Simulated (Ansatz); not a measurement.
# C2H5BSe: the cost of one run

Program: Ansatz 0.2.0, Gaussian basis. Level of theory: the settings change from run to run. These are calculated values, not measurements.

## (1) The geometry

The structure was relaxed beforehand with PBE0-D4 in a triple-zeta def2 set.

SMILES `B[Se]C=C`, 9 atoms, charge 0, spin multiplicity 1.

Atoms are counted from 1 here; the program's logs count them from 0.

Bond lengths: B1–Se2 1.889 Å, B1–H5 1.192 Å, B1–H6 1.191 Å, Se2–C3 1.901 Å, C3–C4 1.323 Å, C3–H7 1.085 Å, C4–H8 1.084 Å, C4–H9 1.084 Å. Angles: Se2–B1–H5 120.1°, Se2–B1–H6 116.4°, H5–B1–H6 123.5°, B1–Se2–C3 101.5°, Se2–C3–C4 122.8°, Se2–C3–H7 114.5°, C4–C3–H7 122.7°, C3–C4–H8 120.5°, C3–C4–H9 122.4°, H8–C4–H9 117.2°.

## (2) CCSD/def2-mTZVP

Options: charge +1, multiplicity 2, atoms shaken by 0.03 Å.

File in.yaml:

```yaml
crystal:
  periodic: [false, false, false]
  atoms:
    - {symbol: B, position_ang: [0.143253, 2.107685, -0.740976]}
    - {symbol: Se, position_ang: [-0.125698, 0.295798, -1.253050]}
    - {symbol: C, position_ang: [-0.050807, -0.662409, 0.366395]}
    - {symbol: C, position_ang: [-0.230348, -1.926883, 0.455153]}
    - {symbol: H, position_ang: [0.363956, 2.315264, 0.450833]}
    - {symbol: H, position_ang: [0.158868, 2.895095, -1.563488]}
    - {symbol: H, position_ang: [0.178058, -0.011411, 1.229606]}
    - {symbol: H, position_ang: [-0.057264, -2.418310, 1.435760]}
    - {symbol: H, position_ang: [-0.418716, -2.594422, -0.413915]}
basis:
  gaussian: {orbitals: def2-mTZVP}
total_charge: 1
magnetization: {spin_polarized: true, initial_magnetization: 1}
hamiltonian: {xc: {name: HF}}
correlation: {method: ccsd}
```

On the command line:

```bash
ansatz run in.yaml --threads 2 --pin off --events-out ev --progress --plain --max-ram 4352MiB
```

**Question.** How long does this run take on 2 threads of Arm Neoverse V2, shared host, and how much memory does it need?

About 43 s, with a peak of 1.1 GiB.
